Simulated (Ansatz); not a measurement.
# ClFH2O2Ti: how energies converge with the basis set

An exercise on one series of results from a longer session: the logs are not shown, and one member is left open.

The runs use Ansatz 0.2.0, Gaussian basis; one geometry, several basis sets.

Plan: PBE0-D4/def2-SVP; ωB97M-V/def2-SVP; PBE0-D4/def2-QZVPP; ωB97M-V/def2-QZVPP; the functionals' def2-TZVPP values are taken from earlier runs.

**Structure used throughout**

The geometry comes from an earlier relaxation with PBE0-D4 in a triple-zeta def2 set; it is a stationary point, not always the lowest conformer.

SMILES `[OH][Ti]([OH])([F])[Cl]`, 7 atoms, charge 0, spin multiplicity 1.

Atoms are counted from 1 here; the program's logs count them from 0.

Bond lengths: O1–Ti2 1.766 Å, O1–H6 0.957 Å, Ti2–O3 1.773 Å, Ti2–F4 1.754 Å, Ti2–Cl5 2.207 Å, O3–H7 0.959 Å. Angles: Ti2–O1–H6 141.4°, O1–Ti2–O3 109.3°, O1–Ti2–F4 110.2°, O1–Ti2–Cl5 108.9°, O3–Ti2–F4 109.6°, O3–Ti2–Cl5 110.0°, F4–Ti2–Cl5 108.7°, Ti2–O3–H7 133.5°.

Coordinates:

```mol
ClFH2O2Ti
  3D, bonds by distance, orders not assigned

  7  6  0  0  0  0  0  0  0  0999 V2000
   -1.1540    0.2537    0.8606 O   0  0
    0.0522    0.0235   -0.4079 Ti  0  0
    1.4654   -0.8066    0.2693 O   0  0
   -0.6210   -0.9311   -1.7160 F   0  0
    0.6435    1.9967   -1.2012 Cl  0  0
   -2.0971    0.3607    0.9857 H   0  0
    1.7722   -0.9651    1.1638 H   0  0
  1  2  8  0
  2  3  8  0
  2  4  8  0
  2  5  8  0
  1  6  8  0
  3  7  8  0
M  END
```

The first run:

in.yaml

```yaml
crystal:
  periodic: [false, false, false]
  atoms:
    - {symbol: O, position_ang: [-1.153964, 0.253702, 0.860611]}
    - {symbol: Ti, position_ang: [0.052224, 0.023465, -0.407895]}
    - {symbol: O, position_ang: [1.465354, -0.806606, 0.269290]}
    - {symbol: F, position_ang: [-0.621044, -0.931074, -1.715970]}
    - {symbol: Cl, position_ang: [0.643521, 1.996727, -1.201241]}
    - {symbol: H, position_ang: [-2.097112, 0.360741, 0.985685]}
    - {symbol: H, position_ang: [1.772223, -0.965056, 1.163819]}
basis:
  gaussian: {orbitals: def2-SVP}
hamiltonian: {xc: pbe0, dispersion: d4}
output: {orbitals: {seedname: orbitals}}
```

The run is started by

```sh
> ansatz run in.yaml --threads 4 --pin off --events-out ev --progress --plain --max-ram 10444MiB
```

Steps of the session up to this table: PBE0-D4 in def2-SVP; ωB97M-V in def2-SVP; PBE0-D4 in def2-QZVPP; ωB97M-V in def2-QZVPP.

One of the session's tables, all rows but one given; the rest of the session is left out.

It belongs to the step «Functionals by basis». 

| functional | basis | HOMO (eV) | LUMO (eV) |
| --- | --- | --- | --- |
| PBE0-D4 | def2-SVP | -8.83 | -2.29 |
| PBE0-D4 | def2-TZVPP | -9.08 | -2.37 |
| PBE0-D4 | def2-QZVPP | -9.10 | -2.39 |
| ωB97M-V | def2-SVP | ? | ? |
| ωB97M-V | def2-TZVPP | -11.33 | -0.10 |
| ωB97M-V | def2-QZVPP | -11.37 | -0.15 |

**Question.** Estimate the row for ωB97M-V, def2-SVP.

The run gave: HOMO (eV): -11.02; LUMO (eV): 0.03. In the column «HOMO (eV)» it lies between ωB97M-V, def2-TZVPP (-11.33) and PBE0-D4, def2-QZVPP (-9.10).
